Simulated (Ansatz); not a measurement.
# C2H4BN: molecular dynamics

The plan is to follow the molecule's vibrations and see whether its bonds hold. The start is relaxed first. Runs: 300 steps of 0.5 fs at constant energy, with velocities drawn for 50 K. SMILES of the start: B#CNC.

Program: Ansatz 0.2.0. Level of theory: RKS LDA/def2-SVP. These are calculated values, not measurements.

## 1. The system as given

Bond lengths: B1–C2 1.330 Å, C2–N3 1.345 Å, N3–C4 1.446 Å, N3–H5 1.015 Å, C4–H6 1.097 Å, C4–H7 1.089 Å, C4–H8 1.091 Å. Angles: B1–C2–N3 153.0°, C2–N3–C4 120.5°, C2–N3–H5 116.5°, C4–N3–H5 113.6°, N3–C4–H6 112.4°, N3–C4–H7 108.8°, N3–C4–H8 109.3°, H6–C4–H7 108.3°, H6–C4–H8 108.8°, H7–C4–H8 109.3°.

Structure file:

```xyz
8

B     2.5999   -0.2843    0.1405
C     1.4060   -0.3851   -0.4360
N     0.1506    0.0352   -0.6739
C    -0.8543   -0.0308    0.3631
H     0.0497    0.8378   -1.2869
H    -0.7659    0.7921    1.0839
H    -0.7409   -0.9706    0.9017
H    -1.8450    0.0057   -0.0923
```

## 2. Relaxing the start

File input.yaml:

```yaml
crystal:
  periodic: [false, false, false]
  atoms:
    - { symbol: B, position_ang: [2.59989, -0.28435, 0.14048] }
    - { symbol: C, position_ang: [1.40597, -0.38513, -0.43604] }
    - { symbol: "N", position_ang: [0.15061, 0.03518, -0.67393] }
    - { symbol: C, position_ang: [-0.85427, -0.03077, 0.36312] }
    - { symbol: H, position_ang: [0.04968, 0.83785, -1.28691] }
    - { symbol: H, position_ang: [-0.76593, 0.79209, 1.08388] }
    - { symbol: H, position_ang: [-0.74093, -0.97059, 0.9017] }
    - { symbol: H, position_ang: [-1.84502, 0.00571, -0.0923] }
basis:
  gaussian: { orbitals: def2-SVP }
hamiltonian:
  xc: lda
relax:
  f_tol: 0.02
  max_steps: 40
```

The run is started by

```bash
ansatz run input.yaml --threads 1 --pin off --max-ram 2048MiB --backend cpu --events-out ev --progress --plain --runs-dir out
```

Standard output, shortened:

```text
Warning: RAYON_NUM_THREADS=1 ignored (pool sized by the plan → 1); use --threads N
[...]
Functional definition: SPW92
[...]
874 factors; their error is unknown
[...]
mean field -4256.34195923 eV, -156.4176819494 hartree, gradient 6.6e-6 eV, S^2 0.000000; 2 other end points of the search recorded, 0 dependent functions left out
[...]
reference -4256.34198989 eV, -156.4176830764 hartree; 14, 14 occupied and 62, 62 virtual orbitals, 874 factors
relax step   1: F+E_penalty+E_count = -4256.34195923 eV  Δ(F+E_penalty+E_count) = +0.000e0 eV  max|allowed force component| = 6.134e0 eV/Å  Δτ_max = 0.0000 Å  (110 SCF iters, accepted)
[...]
relax step   4: F+E_penalty+E_count = -4256.83505047 eV  Δ(F+E_penalty+E_count) = -2.656e-2 eV  max|allowed force component| = 2.506e-1 eV/Å  Δτ_max = 0.1603 Å  (38 SCF iters, accepted)
[...]
relax step   7: F+E_penalty+E_count = -4256.85006777 eV  Δ(F+E_penalty+E_count) = -2.727e-3 eV  max|allowed force component| = 2.963e-2 eV/Å  Δτ_max = 0.0293 Å  (32 SCF iters, accepted)
[...]
relax step  10: F+E_penalty+E_count = -4256.85138265 eV  Δ(F+E_penalty+E_count) = -7.711e-5 eV  max|allowed force component| = 2.632e-2 eV/Å  Δτ_max = 0.0066 Å  (33 SCF iters, accepted)
[...]
relax step  11: F+E_penalty+E_count = -4256.85123898 eV  Δ(F+E_penalty+E_count) = +1.437e-4 eV  max|allowed force component| = 3.768e-2 eV/Å  Δτ_max = 0.0082 Å  (33 SCF iters, rejected (line search))
[...]
relax step  12: F+E_penalty+E_count = -4256.85148897 eV  Δ(F+E_penalty+E_count) = -1.063e-4 eV  max|allowed force component| = 8.781e-3 eV/Å  Δτ_max = 0.0039 Å  (34 SCF iters, accepted)
874 factors; their error is unknown
[...]
mean field -4256.85148897 eV, -156.4364068220 hartree, gradient 2.4e-5 eV, S^2 0.000000; 3 other end points of the search recorded, 0 dependent functions left out
[...]
reference -4256.85152007 eV, -156.4364079650 hartree; 14, 14 occupied and 62, 62 virtual orbitals, 874 factors
Total energy: -4256.85152007 eV, -156.4364079650 hartree
Atom 0 at     2.695083    -0.479451     0.031765 Å, force    -0.003850    -0.000286    -0.001211 eV/Å
Atom 1 at     1.351217    -0.443482    -0.525420 Å, force     0.007740    -0.002630     0.001637 eV/Å
Atom 2 at     0.230520     0.195914    -0.527101 Å, force    -0.001872     0.004248    -0.000003 eV/Å
Atom 3 at    -0.872662    -0.018239     0.378497 Å, force    -0.008781     0.002424    -0.000112 eV/Å
Atom 4 at     0.071837     0.964160    -1.210744 Å, force    -0.001687    -0.002643     0.003835 eV/Å
Atom 5 at    -1.037689     0.883364     1.010753 Å, force     0.004183     0.000362    -0.001443 eV/Å
Atom 6 at    -0.627671    -0.881693     1.027325 Å, force     0.002798     0.000713    -0.002844 eV/Å
Atom 7 at    -1.810636    -0.220584    -0.185075 Å, force     0.001469    -0.002187     0.000141 eV/Å
Dipole moment:    -1.156473     0.248485    -0.224816 e Å
```

Run time: 19 s. Hardware: 1 thread of Arm Neoverse V1, shared host; peak memory 0.13 GiB.

Relaxation path:

```csv
step,energy from step 1 (eV),largest force component (eV/Å)
1,0.0000,6.1342
2,-0.3755,3.0327
3,-0.4665,0.9732
4,-0.4931,0.2506
5,-0.5054,0.1678
6x,-0.5048,0.1791
7,-0.5081,0.0296
8,-0.5091,0.0239
9,-0.5093,0.0385
10,-0.5094,0.0263
11x,-0.5093,0.0377
12,-0.5095,0.0088
```

Step 1 is the start. 2 steps were tried and not accepted (marked x).

After: Bond lengths: B1–C2 1.455 Å, C2–N3 1.290 Å, N3–C4 1.443 Å, N3–H5 1.041 Å, C4–H6 1.113 Å, C4–H7 1.107 Å, C4–H8 1.113 Å. Angles: B1–C2–N3 144.6°, C2–N3–C4 126.1°, C2–N3–H5 119.9°, C4–N3–H5 113.9°, N3–C4–H6 110.5°, N3–C4–H7 108.3°, N3–C4–H8 110.7°, H6–C4–H7 109.4°, H6–C4–H8 108.1°, H7–C4–H8 110.0°.

## 3. Dynamics

300 steps of 0.5 fs at constant energy, with velocities drawn for 50 K, from the relaxed start.

File input.yaml:

```yaml
crystal:
  periodic: [false, false, false]
  atoms:
    - { symbol: B, position_ang: [2.695083, -0.479451, 0.031765] }
    - { symbol: C, position_ang: [1.351217, -0.443482, -0.52542] }
    - { symbol: "N", position_ang: [0.23052, 0.195914, -0.527101] }
    - { symbol: C, position_ang: [-0.872662, -0.018239, 0.378497] }
    - { symbol: H, position_ang: [0.071837, 0.96416, -1.210744] }
    - { symbol: H, position_ang: [-1.037689, 0.883364, 1.010753] }
    - { symbol: H, position_ang: [-0.627671, -0.881693, 1.027325] }
    - { symbol: H, position_ang: [-1.810636, -0.220584, -0.185075] }
basis:
  gaussian: { orbitals: def2-SVP }
hamiltonian:
  xc: lda
md:
  timestep: 0.5
  n_steps: 300
  ensemble: nve
  temperature: 50.0
  initial_velocities: maxwell_boltzmann
  seed: 316949
```

The run is started by

```bash
ansatz run input.yaml --threads 1 --pin off --max-ram 2048MiB --backend cpu --events-out ev --progress --plain --runs-dir out
```

Standard output, shortened:

```text
Warning: RAYON_NUM_THREADS=1 ignored (pool sized by the plan → 1); use --threads N
[...]
Functional definition: SPW92
[...]
874 factors; their error is unknown
[...]
mean field -4256.85148306 eV, -156.4364066048 hartree, gradient 1.2e-5 eV, S^2 0.000000; 2 other end points of the search recorded, 0 dependent functions left out
[...]
reference -4256.85151420 eV, -156.4364077492 hartree; 14, 14 occupied and 62, 62 virtual orbitals, 874 factors
md step     0: t =     0.00 fs  T =    50.0 K  F+E_penalty+E_count = -4256.85148306 eV  E_kin = 0.038778 eV  conserved = -4256.81270506 eV  (68 SCF iters)
[...]
md step    21: t =    10.50 fs  T =    27.9 K  F+E_penalty+E_count = -4256.83431613 eV  E_kin = 0.021653 eV  conserved = -4256.81266318 eV  (34 SCF iters)
[...]
md step    42: t =    21.00 fs  T =    21.6 K  F+E_penalty+E_count = -4256.82938763 eV  E_kin = 0.016773 eV  conserved = -4256.81261477 eV  (33 SCF iters)
[...]
md step    63: t =    31.50 fs  T =    34.1 K  F+E_penalty+E_count = -4256.83904527 eV  E_kin = 0.026438 eV  conserved = -4256.81260701 eV  (34 SCF iters)
[...]
md step    82: t =    41.00 fs  T =    18.0 K  F+E_penalty+E_count = -4256.82656160 eV  E_kin = 0.013957 eV  conserved = -4256.81260468 eV  (34 SCF iters)
md step    83: t =    41.50 fs  T =    16.7 K  F+E_penalty+E_count = -4256.82553019 eV  E_kin = 0.012945 eV  conserved = -4256.81258492 eV  (34 SCF iters)
```

## 4. The log goes on: dynamics from the start

Output, continued, shortened:

```text
md step    84: t =    42.00 fs  T =    16.0 K  F+E_penalty+E_count = -4256.82499096 eV  E_kin = 0.012419 eV  conserved = -4256.81257207 eV  (34 SCF iters)
[...]
md step   110: t =    55.00 fs  T =    10.3 K  F+E_penalty+E_count = -4256.82057693 eV  E_kin = 0.007995 eV  conserved = -4256.81258169 eV  (34 SCF iters)
[...]
md step   136: t =    68.00 fs  T =    22.9 K  F+E_penalty+E_count = -4256.83042363 eV  E_kin = 0.017790 eV  conserved = -4256.81263380 eV  (34 SCF iters)
[...]
md step   162: t =    81.00 fs  T =    20.9 K  F+E_penalty+E_count = -4256.82879437 eV  E_kin = 0.016181 eV  conserved = -4256.81261316 eV  (34 SCF iters)
[...]
md step   187: t =    93.50 fs  T =    28.1 K  F+E_penalty+E_count = -4256.83439314 eV  E_kin = 0.021811 eV  conserved = -4256.81258220 eV  (33 SCF iters)
md step   188: t =    94.00 fs  T =    29.0 K  F+E_penalty+E_count = -4256.83508012 eV  E_kin = 0.022491 eV  conserved = -4256.81258926 eV  (34 SCF iters)
```

## 5. More of the same log: dynamics from the start

The log, continued, shortened:

```text
md step   189: t =    94.50 fs  T =    30.4 K  F+E_penalty+E_count = -4256.83619627 eV  E_kin = 0.023591 eV  conserved = -4256.81260540 eV  (34 SCF iters)
[...]
md step   210: t =   105.00 fs  T =    18.0 K  F+E_penalty+E_count = -4256.82654348 eV  E_kin = 0.013974 eV  conserved = -4256.81256924 eV  (34 SCF iters)
[...]
md step   231: t =   115.50 fs  T =    11.3 K  F+E_penalty+E_count = -4256.82129367 eV  E_kin = 0.008738 eV  conserved = -4256.81255606 eV  (34 SCF iters)
[...]
md step   252: t =   126.00 fs  T =    28.9 K  F+E_penalty+E_count = -4256.83502578 eV  E_kin = 0.022431 eV  conserved = -4256.81259436 eV  (34 SCF iters)
[...]
md step   299: t =   149.50 fs  T =    21.9 K  F+E_penalty+E_count = -4256.82955431 eV  E_kin = 0.016963 eV  conserved = -4256.81259150 eV  (34 SCF iters)
[...]
md step   300: t =   150.00 fs  T =    21.8 K  F+E_penalty+E_count = -4256.82952338 eV  E_kin = 0.016933 eV  conserved = -4256.81259071 eV  (70 SCF iters)
Total energy: -4256.82955449 eV, -156.4356007448 hartree
Atom 0 at     2.702414    -0.472673     0.010640 Å, force     0.080198    -0.011140     0.067464 eV/Å
Atom 1 at     1.339916    -0.455230    -0.493095 Å, force     0.205129     0.084596    -0.233153 eV/Å
Atom 2 at     0.237840     0.208456    -0.524267 Å, force    -0.404611    -0.469380     0.090216 eV/Å
Atom 3 at    -0.875320    -0.026163     0.364931 Å, force    -0.122827     0.478086     0.393552 eV/Å
Atom 4 at     0.061527     0.950084    -1.226576 Å, force     0.112340     0.134504    -0.105504 eV/Å
Atom 5 at    -1.002732     0.887458     1.012762 Å, force    -0.074006    -0.410142    -0.100536 eV/Å
Atom 6 at    -0.637451    -0.910686     0.994879 Å, force    -0.020227     0.155393    -0.043590 eV/Å
Atom 7 at    -1.839515    -0.194173    -0.175164 Å, force     0.224004     0.038083    -0.068449 eV/Å
Dipole moment:    -1.160455     0.248305    -0.246902 e Å
```

Run time: 5.4 min. Hardware: 1 thread of Arm Neoverse V1, shared host; peak memory 0.12 GiB.

## 6. The trajectory

One step in 16; energies are changes from step 0:

```csv
time (fs),T (K),potential energy change (meV/atom),total energy change (meV/atom)
0.0,50,0.0,0.00
8.0,16,3.4,0.02
16.0,28,2.1,0.01
24.0,19,3.0,0.01
32.0,34,1.5,0.01
40.0,21,2.8,0.01
48.0,29,2.1,0.01
56.0,16,3.3,0.01
64.0,26,2.4,0.01
72.0,23,2.6,0.01
80.0,25,2.4,0.01
88.0,17,3.2,0.02
96.0,34,1.5,0.01
104.0,16,3.3,0.02
112.0,24,2.6,0.01
120.0,27,2.2,0.01
128.0,32,1.8,0.01
136.0,24,2.6,0.01
144.0,23,2.7,0.02
150.0,22,2.7,0.01
```

time (fs), T (K) and a bar:
```
      0.0         50 ##############################
      6.5         18 ###
     13.0         28 ###########
     19.5         22 ######
     26.0         22 ######
     32.5         34 #################
     39.0         22 ######
     45.5         27 ###########
     52.0         17 #
     58.5         27 ##########
     65.0         22 ######
     71.5         22 ######
     78.5         27 ##########
     85.0         15 
     91.5         30 #############
     98.0         30 #############
    104.5         16 #
    111.0         26 #########
    117.5         20 ####
    124.0         31 ##############
    130.5         33 ################
    137.0         24 #######
    143.5         24 #######
    150.0         22 ######
```

Maxima of the velocity power spectrum (cm⁻¹, relative height; resolution about 440 cm⁻¹): 560 (56), 1060 (100), 3000 (32).

## 7. Snapshots as a file

Positions (Å) and forces (eV/Å):

```xyz
8
time_fs=19.0 T=23 dE=0.0209
B     2.688   -0.472    0.047   -0.333   -0.002   -0.147
C     1.337   -0.451   -0.522    0.518    0.110    0.007
N     0.226    0.205   -0.543    0.147   -0.495    0.102
C    -0.855   -0.027    0.380    0.234    0.325    0.207
H     0.061    0.938   -1.259   -0.061    0.121   -0.003
H    -0.949    0.840    1.062   -0.083    0.204    0.126
H    -0.606   -0.910    0.999   -0.048   -0.104   -0.123
H    -1.809   -0.142   -0.152   -0.374   -0.159   -0.168
8
time_fs=37.5 T=21 dE=0.0224
B     2.676   -0.466    0.058    0.140   -0.005    0.031
C     1.358   -0.434   -0.546    0.267   -0.442    0.079
N     0.225    0.168   -0.547   -0.293    0.607    0.202
C    -0.861   -0.007    0.393   -0.199   -0.403   -0.063
H     0.094    0.960   -1.202   -0.183    0.094   -0.127
H    -0.935    0.839    1.125    0.098   -0.101   -0.276
H    -0.665   -0.948    0.957   -0.057    0.168   -0.063
H    -1.832   -0.099   -0.162    0.227    0.083    0.215
8
time_fs=56.0 T=16 dE=0.0267
B     2.683   -0.461    0.069   -0.330   -0.015   -0.211
C     1.354   -0.443   -0.558    0.624   -0.107    0.289
N     0.231    0.178   -0.541   -0.767   -0.010   -0.141
C    -0.863   -0.018    0.391    0.071    0.252   -0.075
H     0.005    0.920   -1.237    0.207    0.035   -0.045
H    -0.862    0.842    1.093   -0.089    0.005    0.203
H    -0.722   -0.955    0.951    0.138   -0.149    0.100
H    -1.855   -0.029   -0.117    0.146   -0.010   -0.120
8
time_fs=75.0 T=22 dE=0.0218
B     2.674   -0.457    0.058   -0.042   -0.018   -0.036
C     1.339   -0.449   -0.525    0.749   -0.268   -0.126
N     0.226    0.180   -0.559   -0.609    0.533    0.161
C    -0.844   -0.013    0.390   -0.030   -0.196   -0.170
H     0.053    0.951   -1.243    0.082   -0.113    0.023
H    -0.883    0.798    1.147    0.122    0.110    0.074
H    -0.663   -0.983    0.879    0.003   -0.091    0.252
H    -1.820   -0.048   -0.121   -0.275    0.043   -0.178
8
time_fs=94.0 T=29 dE=0.0164
B     2.683   -0.455    0.050   -0.049   -0.024   -0.035
C     1.345   -0.449   -0.528    0.707   -0.379    0.057
N     0.230    0.177   -0.549   -0.668    0.516   -0.048
C    -0.862   -0.015    0.384    0.110    0.017    0.308
H     0.092    0.951   -1.237   -0.113   -0.113    0.134
H    -0.878    0.815    1.143    0.021   -0.182   -0.252
H    -0.669   -0.971    0.930   -0.160    0.232   -0.184
H    -1.851   -0.025   -0.133    0.152   -0.067    0.020
8
time_fs=112.5 T=22 dE=0.0217
B     2.703   -0.458    0.045   -0.490   -0.021   -0.248
C     1.352   -0.449   -0.544    0.732   -0.171    0.416
N     0.231    0.177   -0.525   -0.273    0.102   -0.215
C    -0.877   -0.014    0.382   -0.035    0.095   -0.074
H     0.049    0.923   -1.230    0.009    0.014    0.069
H    -0.924    0.836    1.093   -0.026    0.165    0.110
H    -0.748   -0.941    0.976    0.071   -0.065   -0.164
H    -1.830   -0.022   -0.194    0.012   -0.118    0.106
8
time_fs=131.0 T=31 dE=0.0147
B     2.700   -0.464    0.023    0.074   -0.010    0.052
C     1.350   -0.449   -0.510    0.198   -0.245   -0.067
N     0.230    0.180   -0.534   -0.242    0.382    0.237
C    -0.877   -0.007    0.377    0.081   -0.280   -0.219
H     0.105    0.972   -1.191   -0.083    0.078   -0.146
H    -0.981    0.836    1.091    0.039    0.137   -0.025
H    -0.681   -0.933    0.936    0.067   -0.195    0.252
H    -1.825   -0.140   -0.181   -0.134    0.133   -0.084
8
time_fs=150.0 T=22 dE=0.0220
B     2.702   -0.473    0.011    0.080   -0.011    0.068
C     1.340   -0.455   -0.493    0.205    0.085   -0.233
N     0.238    0.208   -0.524   -0.405   -0.469    0.090
C    -0.875   -0.026    0.365   -0.123    0.478    0.394
H     0.061    0.950   -1.227    0.112    0.135   -0.105
H    -1.003    0.887    1.013   -0.074   -0.410   -0.101
H    -0.637   -0.911    0.995   -0.020    0.155   -0.044
H    -1.839   -0.194   -0.175    0.224    0.038   -0.068
```

## 8. Results

| quantity | value |
| --- | --- |
| relaxation of the start | 9 moves, 0.510 eV lower |
| length | 300 steps of 0.5 fs |
| temperature, first and last step | 50 and 22 K |
| temperature, second half | mean 25 K, from 11 to 35 K |
| potential energy, second half | +2 meV/atom from the start |
| largest change of the total energy | 0.02 meV/atom |
| bonds formed or broken | 0 |

**Reading.** The temperature starts at 50 K and averages 25 K in the second half, where it ranges from 11 to 35 K. About half is expected from a start at a minimum: kinetic energy passes into potential energy until both shares match. The total energy strays from its start by at most 0.02 meV/atom, 0.8 % of the mean kinetic energy, which is good for a step of 0.5 fs. The bonds all hold. A run of 150 fs with 8 atoms shows the motion but fixes no equilibrium value. The nuclei move classically, without zero-point motion, which matters most for hydrogen.
